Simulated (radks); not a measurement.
**Polarisabilities and dispersion coefficients of Mg, Al⁺, Si²⁺ and others**

The task here is to estimate one member of a computed series from the others.

The numbers are computed with radks (a radial shooting solver on a logarithmic mesh, Libxc functionals) version 1 (non-relativistic Kohn-Sham, exchange-only LDA, spin-polarised, spherical densities, point nucleus), except any that are marked as measured or tabulated.

### Starting point

```
species : Mg ([Ne] 3s2), Al⁺ ([Ne] 3s2), Si²⁺ ([Ne] 3s2), P³⁺ ([Ne] 3s2), S⁴⁺ ([Ne] 3s2), Cl⁵⁺ ([Ne] 3s2), Ar⁶⁺ ([Ne] 3s2), K⁷⁺ ([Ne] 3s2), Ca⁸⁺ ([Ne] 3s2)
```

Set-up of the first run:

The run's settings:

```text
Z 12
configuration [Ne] 3s2
relativity non-relativistic
functional lda,
spin polarised
nucleus point
response adiabatic LDA kernel
```

Steps of the session up to this table: Mg, [Ne] 3s2; Al⁺, [Ne] 3s2; Si²⁺, [Ne] 3s2; P³⁺, [Ne] 3s2; S⁴⁺, [Ne] 3s2; Cl⁵⁺, [Ne] 3s2; Ar⁶⁺, [Ne] 3s2; K⁷⁺, [Ne] 3s2; Ca⁸⁺, [Ne] 3s2.

One of the session's tables, all rows but one given; the rest of the session is left out.

```
species  −ε(HOMO) (eV)  α (bohr³)  α uncoupled (bohr³)  C6 (hartree bohr⁶)  C8 (hartree bohr⁸)
     Mg          3.868      77.81                137.7               703.3               55390
    Al⁺         13.757      24.09                42.61               121.7                4210
   Si²⁺         27.315      11.42                19.95               38.79               797.2
    P³⁺         44.233      6.504                11.23               16.17               224.3
    S⁴⁺         64.378      4.116                7.032               7.877               79.33
   Cl⁵⁺         87.683      2.791                4.728               4.258               32.64
   Ar⁶⁺              ?          ?                    ?                   ?                   ?
    K⁷⁺         143.63      1.472                2.459               1.531               7.466
   Ca⁸⁺         176.23      1.122                1.864              0.9890               3.975
```

Estimate the missing values for Ar⁶⁺.

The run gave: −ε(HOMO) (eV): 114.11; α (bohr³): 1.989; α uncoupled (bohr³): 3.344; C6 (hartree bohr⁶): 2.481; C8 (hartree bohr⁸): 14.98. In the column «−ε(HOMO) (eV)» it lies between Cl⁵⁺ (87.683) and K⁷⁺ (143.63).

In words: Uncoupled leaves out the potential induced by the response; C8 is given only where no p, d or f shell is open.
